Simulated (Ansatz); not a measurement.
I need vertical and adiabatic energies of changing the electron count of GeH₅NSe, SMILES [NH2][GeH2][SeH]. Use the Ansatz DFT code, driven from Python. Level of theory (for the species named): PBE, def2-SVP basis, multiplicity 1, D4 dispersion.

Input file `geh5nse.xyz`:
```text
8

N    -1.06750    0.20740   -0.74790
Ge    0.49820    0.34300    0.16050
Se    1.03860   -1.79320    0.94850
H    -0.88590   -0.36950   -1.57970
H    -1.29390    1.19810   -1.16480
H     0.35940    1.33910    1.35450
H     1.63880    0.85510   -0.79040
H    -0.19560   -1.83710    1.76340
```

`adiabatic.py`
```python
"""How GeH5NSe relaxes after losing an electron."""

import ansatz as az
import numpy as np

geh5nse = az.Crystal.molecule_from_extxyz("geh5nse.xyz")

calc = geh5nse.calculation()
calc = calc.basis(gaussian="def2-SVP").functional("pbe", dispersion="d4")
symbols = [site.symbol for site in geh5nse.cartesian_sites]
start = np.array([site.position_ang for site in geh5nse.cartesian_sites], dtype=float)
data = calc.relax(force_tolerance=0.01, max_steps=100).run().report
end = np.array(data["positions_ang"])

minimum = az.Crystal.molecule()
for symbol, place in zip(symbols, end):
    minimum = minimum.atom(symbol, place.tolist())
ion = (
    minimum.calculation()
    .basis(gaussian="def2-SVP")
    .functional("pbe", dispersion="d4")
    .charge(1)
    .spin("collinear", total=1)
)
vertical = ion.run().report
settled = ion.relax(force_tolerance=0.01, max_steps=80).run().report
print(f"vertical ionisation energy   {vertical['free_energy_ev'] - data['free_energy_ev']:.3f} eV")
print(f"adiabatic, no zero point     {settled['free_energy_ev'] - data['free_energy_ev']:.3f} eV")
print(f"relaxation energy of the ion {vertical['free_energy_ev'] - settled['free_energy_ev']:.3f} eV")
ionised = np.array(settled["positions_ang"])
print("final positions (A) and the move of each atom")
for symbol, xyz, old in zip(symbols, ionised, end):
    print(f"{symbol:2s} {xyz[0]:10.5f} {xyz[1]:10.5f} {xyz[2]:10.5f}   {np.linalg.norm(xyz - old):7.4f}")
```

```console
$ python adiabatic.py
vertical ionisation energy   8.681 eV
adiabatic, no zero point     8.101 eV
relaxation energy of the ion 0.580 eV
final positions (A) and the move of each atom
N    -0.78801    0.29153   -0.91268    0.3058
Ge    0.73671    0.54512    0.13880    0.2347
Se    0.61682   -1.80265    0.72327    0.5528
H    -0.74633   -0.12536   -1.85269    0.4378
H    -1.74452    0.33339   -0.53614    1.0097
H     0.40869    1.46652    1.31910    0.1164
H     1.95116    0.76715   -0.76878    0.1457
H    -0.34242   -1.53280    1.83321    0.4146
```

The energies are electronic: no zero-point or thermal terms, and the basis set is short of its limit. The product may relax into another structure. Each relaxation finds its nearest minimum, which needn't be the lowest. Run time: 2.4 min on 1 thread of Arm Neoverse V1, with other jobs on the host, peak memory 0.31 GiB.
